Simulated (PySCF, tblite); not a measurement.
# C₆H₅F₂ radical: geometry, infrared bands and EPR parameters

What infrared bands and EPR parameters should C₆H₅F₂ radical (`C=CC=[C]C=C(F)F`) show?

Programs: tblite 0.8.0 and PySCF 2.14.0, with density-fitted response routines of our own. Each step states its level of theory. These are calculated values for one molecule in the gas phase, unless marked as measured. Atoms are numbered from 0 throughout.

## 1. Starting geometry

13 atoms, charge 0, multiplicity 2; geometry from: force field or distance geometry start.

Bonds of the start (Å): C0–C1 1.33, C1–C2 1.44, C2–C3 1.28, C3–C4 1.43, C4–C5 1.32, C5–F6 1.35, C5–F7 1.36, C0–H8 1.08, C0–H9 1.09, C1–H10 1.10, C2–H11 1.09, C4–H12 1.08.

## 2. Relaxing the molecule with GFN2-xTB

What the job is given:

```
{"job": {"kind": "relax", "xc": "GFN2-xTB", "basis": "xTB"}, "charge": 0, "multiplicity": 2}
C     -0.534400     2.748800    -0.468900
C     -0.283100     1.523000    -0.030700
C     -0.162100     0.368300    -0.883100
C      0.086800    -0.803600    -0.421500
C      0.369400    -2.102900     0.116500
C      0.546100    -2.322700     1.410800
F      0.817900    -3.571200     1.837800
F      0.477900    -1.309200     2.312400
H     -0.690200     2.963400    -1.519800
H     -0.617700     3.582800     0.230100
H     -0.137200     1.357300     1.045100
H     -0.313900     0.498500    -1.953400
H      0.436200    -2.932100    -0.571600
```

Launch:

```sh
> OMP_NUM_THREADS=1 python probes_run.py task.json out
```

One launch serves the whole session: the jobs run in the order shown.

Log:

```text
step      E/eV     max force
  0    -671.47205    2.980
  1    -671.55675    2.408
  2    -671.62504    0.760
  3    -671.66110    0.596
  4    -671.68192    0.610
  5    -671.69010    0.259
  6    -671.69472    0.216
  7    -671.69835    0.193
  8    -671.70106    0.174
  9    -671.70360    0.191
 10    -671.70577    0.150
 11    -671.70767    0.134
 12    -671.70929    0.151
 13    -671.71087    0.133
 14    -671.71270    0.114
 15    -671.71481    0.147
 16    -671.71664    0.116
 17    -671.71788    0.073
 18    -671.71862    0.061
 19    -671.71931    0.072
 20    -671.72034    0.092
 21    -671.72196    0.121
 22    -671.72424    0.169
 23    -671.72686    0.164
 24    -671.72950    0.207
 25    -671.73230    0.238
 26    -671.73571    0.230
 27    -671.73987    0.255
 28    -671.74430    0.190
 29    -671.74873    0.312
 30    -671.75401    0.388
 31    -671.76161    0.320
 32    -671.77617    0.314
 33    -671.78278    0.378
 34    -671.79059    0.305
 35    -671.79827    0.226
 36    -671.80390    0.207
 37    -671.80827    0.150
 38    -671.81095    0.173
 39    -671.81363    0.195
 40    -671.81809    0.206
 41    -671.82849    0.340
 42    -671.84954    0.521
 43    -671.87384    0.525
 44    -671.90115    0.392
 45    -671.92461    0.470
 46    -671.92679    0.642
 47    -671.94798    0.356
 48    -671.96427    0.374
 49    -671.99160    0.533
 50    -672.02134    0.469
 51    -672.04935    0.417
 52    -672.06962    0.458
 53    -672.08126    0.594
 54    -672.11364    0.508
 55    -672.15930    0.352
 56    -672.19016    0.380
 57    -672.19936    0.913
 58    -672.22299    0.346
 59    -672.24049    0.263
 60    -672.26527    0.383
 61    -672.28377    0.699
 62    -672.29872    0.559
 63    -672.31364    0.434
 64    -672.32666    0.392
 65    -672.33811    0.251
 66    -672.34486    0.156
 67    -672.35139    0.186
 68    -672.35543    0.171
 69    -672.35900    0.193
 70    -672.36144    0.132
 71    -672.36342    0.121
 72    -672.36586    0.118
 73    -672.36855    0.121
 74    -672.37090    0.107
 75    -672.37189    0.087
 76    -672.37228    0.048
 77    -672.37264    0.052
 78    -672.37320    0.063
 79    -672.37385    0.089
 80    -672.37461    0.085
 81    -672.37554    0.075
 82    -672.37678    0.091
 83    -672.37826    0.109
 84    -672.37944    0.085
 85    -672.38002    0.047
 86    -672.38024    0.035
 87    -672.38036    0.033
 88    -672.38053    0.039
 89    -672.38070    0.031
 90    -672.38082    0.024
 91    -672.38092    0.023
 92    -672.38099    0.019
 93    -672.38103    0.017
 94    -672.38105    0.015
 95    -672.38108    0.012
 96    -672.38111    0.016
 97    -672.38115    0.023
 98    -672.38120    0.025
 99    -672.38125    0.021
100    -672.38130    0.013
101    -672.38134    0.018
102    -672.38137    0.022
103    -672.38141    0.023
104    -672.38146    0.024
105    -672.38154    0.023
106    -672.38164    0.024
107    -672.38174    0.031
108    -672.38181    0.031
109    -672.38188    0.027
110    -672.38196    0.024
111    -672.38205    0.022
112    -672.38210    0.017
113    -672.38214    0.016
114    -672.38217    0.014
115    -672.38221    0.016
116    -672.38225    0.012
117    -672.38226    0.007
```

It took 0.62 s on 1 thread of Arm Neoverse V1, shared host.

Step by step: (not every step is listed)

```csv
step,energy from step 0 (eV),largest force (eV/Å)
0,0.0000,2.9802
1,-0.0847,2.4080
2,-0.1530,0.7598
3,-0.1891,0.5957
4,-0.2099,0.6104
5,-0.2181,0.2592
6,-0.2227,0.2158
7,-0.2263,0.1929
8,-0.2290,0.1741
18,-0.2466,0.0615
28,-0.2722,0.1904
38,-0.3389,0.1733
48,-0.4922,0.3738
58,-0.7509,0.3460
68,-0.8834,0.1711
78,-0.9012,0.0628
88,-0.9085,0.0387
98,-0.9092,0.0255
108,-0.9098,0.0313
112,-0.9101,0.0172
113,-0.9101,0.0163
114,-0.9101,0.0145
115,-0.9102,0.0157
116,-0.9102,0.0117
117,-0.9102,0.0073
```

Distances of close pairs at the start and the end, largest changes first:

```csv
bond,before (Å),after (Å),change (Å)
C3–C4,1.434,1.343,-0.091
C4–C5,1.325,1.372,+0.047
C5–F7,1.358,1.332,-0.027
C1–H10,1.098,1.081,-0.017
C1–C2,1.440,1.457,+0.017
C0–H9,1.091,1.076,-0.015
C5–F6,1.347,1.333,-0.014
C2–C3,1.284,1.297,+0.014
```

The final coordinates are the input of the step that follows.

## 3. Vibrational analysis with GFN2-xTB

What the job is given:

```
{"job": {"kind": "ir", "xc": "GFN2-xTB", "basis": "xTB"}, "charge": 0, "multiplicity": 2}
C     -0.698242     2.778665    -0.601103
C     -0.695052     1.553745    -0.092027
C      0.069118     0.456053    -0.671076
C      0.096418    -0.752141    -0.198823
C      0.083544    -1.995012     0.309723
C      0.957062    -2.471992     1.253548
F      0.920337    -3.716096     1.729994
F      1.942236    -1.776813     1.818818
H     -0.129122     3.029344    -1.481417
H     -1.268454     3.575166    -0.155399
H     -1.269655     1.316250     0.792194
H      0.642882     0.708327    -1.559435
H     -0.655460    -2.705011    -0.041317
```

Log:

```text
mode    cm-1     km/mol
  1      57.1      0.39
  2      64.6      0.15
  3     116.9      0.14
  4     150.6      0.29
  5     210.6      7.04
  6     310.0      2.91
  7     325.3      3.82
  8     346.5      0.53
  9     389.6     10.33
 10     481.9      4.41
 11     591.3      0.40
 12     607.1      5.04
 13     772.8      9.70
 14     831.8     21.44
 15     860.8     95.22
 16     888.1      3.98
 17     912.9     24.06
 18    1011.4     23.17
 19    1055.2     11.25
 20    1138.8     56.52
 21    1172.5    129.16
 22    1222.4     59.31
 23    1265.1     50.40
 24    1308.3     45.56
 25    1405.5      8.83
 26    1522.1    228.79
 27    1663.9      8.39
 28    1931.9     69.95
 29    2961.8     15.91
 30    3038.8      4.02
 31    3074.0     21.35
 32    3101.0     17.29
 33    3133.0     37.00
```

Run time: 0.33 s. Hardware: 1 thread of Arm Neoverse V1, shared host.

Which atoms move in the most intense modes:

```csv
cm⁻¹,km/mol,atoms
861,95.2,"C4 31 %, F7 26 %, H12 11 %"
1139,56.5,"H12 30 %, C2 17 %, C5 13 %, C1 12 %"
1172,129.2,"H11 25 %, C5 23 %, C1 13 %"
1222,59.3,"H11 31 %, C5 22 %"
1265,50.4,"H10 35 %, H12 20 %, C5 18 %"
1308,45.6,"H10 24 %, C2 17 %, H11 12 %, C4 11 %"
1522,228.8,"C5 56 %, C4 35 %"
1932,70.0,"C3 66 %, C2 25 %"
```

## 4. g tensor and hyperfine couplings: B3LYP/pcH-1

Settings changed since step 3:

```diff
@@ -1,2 +1,2 @@
-{"job": {"kind": "ir", "xc": "GFN2-xTB", "basis": "xTB"}, "charge": 0, "multiplicity": 2}
+{"job": {"kind": "epr", "basis": "pcH-1"}, "charge": 0, "multiplicity": 2}
 C     -0.698242     2.778665    -0.601103
```

Method: UKS B3LYP, pcH-1 on C F H, non-relativistic, mean-field spin-orbit, GIAO.

Log:

```text
UKS, coarse grid
  cycle   1  E = -431.09926618  |g| = 5.56e-01
  cycle   2  E = -430.89106008  |g| = 9.28e-01
  cycle   3  E = -431.22360663  |g| = 8.74e-02
  cycle   4  E = -431.22558718  |g| = 6.79e-02
  cycle   5  E = -431.22786211  |g| = 2.37e-02
  cycle   6  E = -431.22820904  |g| = 8.53e-03
  cycle   7  E = -431.22827571  |g| = 4.89e-03
  cycle   8  E = -431.22829840  |g| = 1.95e-03
  cycle   9  E = -431.22830288  |g| = 1.21e-03
  cycle  10  E = -431.22830422  |g| = 4.78e-04
UKS, final grid
  cycle   1  E = -431.22824021  |g| = 4.60e-04
  cycle   2  E = -431.22824041  |g| = 6.56e-04
  cycle   3  E = -431.22824067  |g| = 1.89e-04
  cycle   4  E = -431.22824085  |g| = 1.75e-04
  cycle   5  E = -431.22824091  |g| = 3.62e-05
  cycle   6  E = -431.22824091  |g| = 1.54e-05
E = -431.22824091 Eh   <S^2> = 0.7769 (exact 0.7500)
g shifts (ppm)      1          2          3
  rmc          -215       -215       -215
  gc              2         51         42
  oz_so        -176       1429       2087
  total        -388       1265       1914
hyperfine (MHz)  atom isotope    a_iso     a_fc   dipolar eigenvalues
    0   13C      -1.76      -1.76     -6.24      2.00      4.24
    1   13C      64.63      64.63     -5.05     -0.78      5.83
    2   13C     -38.61     -38.61    -10.53      2.87      7.66
    3   13C      56.63      56.63    -56.70    -39.70     96.40
    4   13C     -56.62     -56.62    -27.41     10.70     16.71
    5   13C      79.33      79.33    -60.95    -59.43    120.38
    6   19F      98.68      98.68   -170.63   -139.98    310.61
    7   19F      90.81      90.81   -154.29   -120.85    275.14
    8    1H       1.74       1.74     -1.58     -1.21      2.79
    9    1H       3.92       3.92     -0.93     -0.72      1.65
   10    1H      -4.15      -4.15     -3.66     -1.18      4.83
   11    1H     105.62     105.62     -3.36     -2.71      6.08
   12    1H      17.52      17.52     -5.48     -1.06      6.54
```

Wall time 53 s (1 thread of Arm Neoverse V1, shared host); peak memory 0.91 GiB.

Principal g values 2.00193, 2.00358, 2.00423; g(iso) = 2.00325, against 2.00232 for a free electron.

Hyperfine couplings, nucleus by nucleus at this fixed geometry (no averaging over rotations):

```csv
nuclei,isotope,a(iso) (MHz),"a(iso) (G, at g = 2.0023)",largest dipolar term (MHz)
H11,1H,105.6,37.7,6.1
F6,19F,98.7,35.2,310.6
F7,19F,90.8,32.4,275.1
C5,13C,79.3,28.3,120.4
C1,13C,64.6,23.1,5.8
C3,13C,56.6,20.2,96.4
C4,13C,-56.6,-20.2,-27.4
C2,13C,-38.6,-13.8,-10.5
H12,1H,17.5,6.3,6.5
H10,1H,-4.1,-1.5,4.8
H9,1H,3.9,1.4,1.7
C0,13C,-1.8,-0.6,-6.2
H8,1H,1.7,0.6,2.8
```

Mulliken spin populations:

C0 -0.03; C1 0.05; C2 -0.12; C3 0.65; C4 -0.24; C5 0.55; F6 0.04; F7 0.03; H8 0.00; H9 0.00; H10 0.00; H11 0.05; H12 0.01

In first order the couplings over 0.8 MHz of 1H, 19F give 128 distinct lines over 115.0 G.

The fields below are evaluated on a grid from the run's orbitals.

ELF in a plane through or near 7 of the atoms.

Values, 10 rows by 14 columns:
```
0.00 0.00 0.00 0.00 0.00 0.00 0.00 0.00 0.00 0.00 0.00 0.00 0.00 0.00
0.00 0.00 0.00 0.00 0.00 0.00 0.00 0.00 0.00 0.00 0.00 0.00 0.00 0.00
0.00 0.00 0.00 0.00 0.02 0.01 0.00 0.01 0.21 0.01 0.03 0.07 0.00 0.00
0.00 0.00 0.32 0.20 0.29 0.06 0.03 0.03 0.82 0.15 0.84 0.98 0.02 0.00
0.00 0.02 0.79 0.76 0.64 0.47 0.48 0.10 0.55 0.85 0.80 0.95 0.04 0.00
0.00 0.02 0.78 0.68 0.64 0.54 0.47 0.72 0.92 0.79 0.36 0.21 0.01 0.00
0.00 0.00 0.13 0.05 0.67 0.68 0.65 0.57 0.72 0.05 0.97 0.58 0.00 0.00
0.00 0.00 0.00 0.02 0.22 0.32 0.41 0.31 0.97 0.02 0.44 0.11 0.00 0.00
0.00 0.00 0.00 0.00 0.00 0.02 0.01 0.02 0.43 0.01 0.00 0.00 0.00 0.00
0.00 0.00 0.00 0.00 0.00 0.00 0.00 0.00 0.00 0.00 0.00 0.00 0.00 0.00
```
The map spans 13.5 Å across and 8.2 Å up, centred on the molecule. Atoms in the plane (x, y in Å): C0 (2.9, 0.2), C1 (1.7, 0.4), C2 (0.6, -0.6), C3 (-0.6, -0.5), C5 (-2.9, 0.3), F6 (-4.1, 0.4), H9 (3.7, 0.9).

On the surface of density 0.002 e/bohr³ the electrostatic potential runs, from the 1st to the 99th percentile, from -0.55 V near F7 to 1.21 V near H12.

The spin density lies nearest to C3, C5 about 33 % each; C4 9 % (beta excess).

## 5. Summary of results

```
                                                                  quantity                  value
                                 strongest single infrared mode (GFN2-xTB)  1522 cm⁻¹, 229 km/mol
                                              zero-point energy (GFN2-xTB)          54.2 kcal/mol
                                                            g(iso) (B3LYP)                2.00325
                                                                      ⟨S²⟩     0.777 (exact 0.75)
                                                            largest a(iso)   1H on H11, 105.6 MHz
potential on the surface of density 0.002 e/bohr³, 1st and 99th percentile     -0.55 V and 1.21 V
```

Over 117 steps the energy fell by 0.910 eV; of the close pairs, C3–C4 changed most, 1.434 to 1.343 Å. All 33 modes are real, so the xTB geometry is a minimum. The strongest single mode, at 1522 cm⁻¹, moves mainly C5 and C4. GFN2-xTB is a fitted tight-binding method: band positions and strengths are rough. Its intensities can rank the bands wrongly. The largest spin populations lie on C3 (0.65 e), C5 (0.55 e). The isotropic g lies 0.9 ppt above the free-electron value.
